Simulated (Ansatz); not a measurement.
# AlSn under changes of volume

One of the cells (25.236 Å³/atom); the others are scaled copies at fixed shape and fractional positions:

```
Sn Al
1.0
     4.19811    0.00000    0.00000
    -2.09905    3.63567    0.00000
     0.00000    0.00000    3.30685
Sn Al
1 1
Direct
  0.33333 0.66667 0.50000
  0.00000 0.00000 0.00000
```

The cell comes from a database or a generator and needn't be the stable form of this composition.

```yaml
Program: Ansatz 0.2.0
Functional: HSE06
Potentials_or_basis: Ansatz PAW
Cutoff: "420 eV (not typed: the program's choice for these potentials)"
k_mesh: 4 × 4 × 6
Occupations: fermi-dirac, width 0.05 eV
Spin: no spin polarisation
```

```tsv
volume (Å³/atom)	energy over the lowest point (meV/atom)	pressure (GPa)
23.722	6.96	2.3
24.227	1.57	1.0
24.731	0.00	-0.1
25.236	1.94	-1.2
25.741	7.02	-2.1
26.245	?	?
26.750	25.05	-3.6
```

**Question.** What does the run at 26.245 Å³/atom give?

**Answer.** Energy over the lowest point 14.86 meV/atom; pressure -2.9 GPa.

Worked out: A Birch-Murnaghan fit of order 3 (a polynomial in V^(-2/3)) to the other rows has its minimum at 24.69 Å³/atom with B0 = V·E''(V) = 54 GPa and B' = 4.6 at fixed shape and positions, which overstates the stiffness. It gives 14.79 meV/atom at 26.245 Å³/atom, against the run's 14.86, and -dE/dV = -2.9 GPa, against -2.9.

Energies are extrapolated to zero smearing.

Caveats: all runs use coarse meshes; the PAW data sets come from PBE, with cores solved anew for the run's functional, which leaves a small shift of forces and pressure; the thresholds are loose for stress.
